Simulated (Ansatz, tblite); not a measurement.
# C₂₇H₁₈N₂: one state, many levels

The task here is to estimate one member of a computed series from the others.

Method: as each input shows; program: Ansatz 0.2.0, Gaussian basis.

Levels to be run: GFN1-xTB, GFN2-xTB, PBE-D4/def2-TZVP, r2SCAN-D4/def2-TZVP, PBE-D4/def2-SVP, PBE0-D4/def2-SVP.

1 further run of the same task is left out (set aside as unsound or not needed).

### The structure

The geometry is that of the singlet, from an earlier relaxation (r2SCAN-D4/def2-SVP).

SMILES `CN(C)c1ccc(C#Cc2ccc(C#Cc3ccc(C#CC#N)cc3)cc2)cc1`, 47 atoms, charge 0, spin multiplicity 1.

Bond lengths: C1–N2 1.446 Å, C1–H30 1.107 Å, C1–H31 1.097 Å, C1–H32 1.106 Å, N2–C3 1.446 Å, N2–C4 1.376 Å, C3–H33 1.107 Å, C3–H34 1.097 Å, C3–H35 1.106 Å, C4–C5 1.419 Å, C4–C29 1.419 Å, C5–C6 1.389 Å, C5–H36 1.091 Å, C6–C7 1.412 Å, C6–H37 1.093 Å, C7–C8 1.422 Å, C7–C28 1.412 Å, C8–C9 1.226 Å and more. Angles: N2–C1–H30 112.3°, N2–C1–H31 109.3°, N2–C1–H32 111.8°, H30–C1–H31 107.9°, H30–C1–H32 107.6°, H31–C1–H32 107.8°, C1–N2–C3 120.0°, C1–N2–C4 119.9°, C3–N2–C4 119.9°, N2–C3–H33 112.3°, N2–C3–H34 109.3°, N2–C3–H35 111.8°, H33–C3–H34 107.9°, H33–C3–H35 107.6°, H34–C3–H35 107.8°, N2–C4–C5 121.3°, N2–C4–C29 121.3°, C5–C4–C29 117.4° and more.

PBE0-D4/def2-TZVP was run before; its log isn't repeated, and its numbers join the tables.

The first run:

Tight binding, by tblite at 300 K electronic temperature and without a spin-polarisation term:

```python
tblite.interface.Calculator('GFN1-xTB', numbers, positions, charge=0, uhf=0).singlepoint()
```

Tight binding, by tblite at 300 K electronic temperature and without a spin-polarisation term:

```python
tblite.interface.Calculator('GFN2-xTB', numbers, positions, charge=0, uhf=0).singlepoint()
```

start.molden holds the orbitals of an earlier run on this state, given as this run's starting guess.

in.yaml

```yaml
crystal:
  periodic: [false, false, false]
  atoms:
    - {symbol: C, position_ang: [-9.335631, 0.617582, -1.654155]}
    - {symbol: N, position_ang: [-8.678162, 0.434626, -0.379756]}
    - {symbol: C, position_ang: [-9.454768, 0.426346, 0.839524]}
    - {symbol: C, position_ang: [-7.305971, 0.355552, -0.320409]}
    - {symbol: C, position_ang: [-6.628015, 0.220117, 0.918866]}
    - {symbol: C, position_ang: [-5.243170, 0.134562, 0.972480]}
    - {symbol: C, position_ang: [-4.455376, 0.179480, -0.198234]}
    - {symbol: C, position_ang: [-3.037430, 0.094470, -0.137331]}
    - {symbol: C, position_ang: [-1.815230, 0.021391, -0.084815]}
    - {symbol: C, position_ang: [-0.395276, -0.043943, -0.022677]}
    - {symbol: C, position_ang: [0.376748, 1.134837, 0.090453]}
    - {symbol: C, position_ang: [1.763402, 1.075340, 0.151732]}
    - {symbol: C, position_ang: [2.432194, -0.168072, 0.102739]}
    - {symbol: C, position_ang: [3.852223, -0.228575, 0.165746]}
    - {symbol: C, position_ang: [5.074833, -0.276461, 0.220378]}
    - {symbol: C, position_ang: [6.493948, -0.330295, 0.283778]}
    - {symbol: C, position_ang: [7.270672, -0.261931, -0.895832]}
    - {symbol: C, position_ang: [8.656530, -0.311535, -0.835992]}
    - {symbol: C, position_ang: [9.314299, -0.431485, 0.410070]}
    - {symbol: C, position_ang: [10.727589, -0.480994, 0.473401]}
    - {symbol: C, position_ang: [11.952872, -0.523205, 0.527250]}
    - {symbol: C, position_ang: [13.315203, -0.570840, 0.588641]}
    - {symbol: N, position_ang: [14.485099, -0.611532, 0.641958]}
    - {symbol: C, position_ang: [8.541030, -0.500141, 1.592038]}
    - {symbol: C, position_ang: [7.155377, -0.450021, 1.527806]}
    - {symbol: C, position_ang: [1.664151, -1.348441, -0.007673]}
    - {symbol: C, position_ang: [0.277310, -1.286242, -0.068479]}
    - {symbol: C, position_ang: [-5.128691, 0.320276, -1.431109]}
    - {symbol: C, position_ang: [-6.513006, 0.406442, -1.496140]}
    - {symbol: H, position_ang: [-9.037483, 1.562190, -2.148613]}
    - {symbol: H, position_ang: [-10.421832, 0.644949, -1.500562]}
    - {symbol: H, position_ang: [-9.113996, -0.210214, -2.352697]}
    - {symbol: H, position_ang: [-9.211966, 1.282909, 1.497548]}
    - {symbol: H, position_ang: [-10.521720, 0.484198, 0.589632]}
    - {symbol: H, position_ang: [-9.294170, -0.499342, 1.422284]}
    - {symbol: H, position_ang: [-7.188956, 0.182288, 1.853524]}
    - {symbol: H, position_ang: [-4.748304, 0.027872, 1.941415]}
    - {symbol: H, position_ang: [-0.134063, 2.100218, 0.127920]}
    - {symbol: H, position_ang: [2.350643, 1.993184, 0.237346]}
    - {symbol: H, position_ang: [6.765151, -0.169020, -1.859971]}
    - {symbol: H, position_ang: [9.250632, -0.258666, -1.751517]}
    - {symbol: H, position_ang: [9.045665, -0.592576, 2.556778]}
    - {symbol: H, position_ang: [6.560565, -0.502946, 2.442750]}
    - {symbol: H, position_ang: [2.174117, -2.314399, -0.046091]}
    - {symbol: H, position_ang: [-0.310407, -2.203503, -0.155875]}
    - {symbol: H, position_ang: [-4.543706, 0.359656, -2.353793]}
    - {symbol: H, position_ang: [-6.982904, 0.515873, -2.474337]}
basis:
  gaussian: {orbitals: def2-TZVP, fitting: {mean_field: def2-universal-jkfit}, initial_orbitals: start.molden}
hamiltonian: {xc: pbe, dispersion: d4}
scf: {omitted_lower_state_checks: [starts]}
output: {forces: true, orbitals: {seedname: orbitals}}
```

Started as:

```bash
ansatz run in.yaml --threads 2 --pin off --events-out ev --progress --plain --max-ram 32768MiB --backend cuda --devices 0, --max-vram 18GiB
```

Among the steps run: PBE-D4/def2-TZVP; r2SCAN-D4/def2-TZVP; PBE-D4/def2-SVP; PBE0-D4/def2-SVP.

One of the session's tables, all rows but one given; the rest of the session is left out.

It belongs to the step «Binding energy». 

```
              level  binding an atom (eV)
    PBE-D4/def2-SVP                 5.580
   PBE-D4/def2-TZVP                 5.498
r2SCAN-D4/def2-TZVP                     ?
   PBE0-D4/def2-SVP                 5.442
  PBE0-D4/def2-TZVP                 5.357
```

Estimate the missing values for r2SCAN-D4/def2-TZVP.

As computed: binding an atom (eV): 5.295. In the column «binding an atom (eV)» it is the lowest.

Caveats from the session: Free atoms were run apart at each level; binding is atoms less cluster, divided by the number of atoms, without zero-point or spin-orbit terms.
